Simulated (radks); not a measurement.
**Sb⁺ with its nuclear charge varied continuously**

An exercise on one series of results from a longer session: the logs are not shown, and one member is left open.

Method: Dirac Kohn-Sham, PBE, spin-unpolarised, spherical densities, finite nucleus; open shells fill j = l - 1/2 first. Code: radks (a radial shooting solver on a logarithmic mesh, Libxc functionals) version 1.

### Starting point

- element: antimony (Z = 51)
- charge: +1
- electrons: 50
- configuration: [Kr] 4d10 5s2 5p2
- nuclear rms radius: 4.6802 fm

The first run:

Input:

```text
Z 51
configuration [Kr] 4d10 5s2 5p2
relativity Dirac
functional pbe,pbe
spin unpolarised
j_filling energy
nucleus finite rms 4.6802 fm
c 137.035999084
```

Steps of the session up to this table: Z = 51.

One table of the session follows, with a row left open; its other results are not shown here.

Radial moments (bohr):

```
level     <r>  outermost maximum (interpolated)  90 % within  nodes
4s1/2       ?                                 ?            ?      ?
4p1/2  0.8325                             0.746         1.22      2
4p3/2  0.8616                             0.771         1.27      2
4d3/2   1.021                             0.842         1.58      1
4d5/2   1.035                             0.851         1.60      1
5s1/2   2.164                              1.88         3.17      4
5p1/2   2.613                              2.20         3.89      3
5p3/2   2.716                              2.29         4.05      3
```

Q: Estimate the row for 4s1/2 from the others.

As computed: <r>: 0.7908; outermost maximum (interpolated): 0.723; 90 % within: 1.14; nodes: 3. In the column «<r>» it is the lowest.
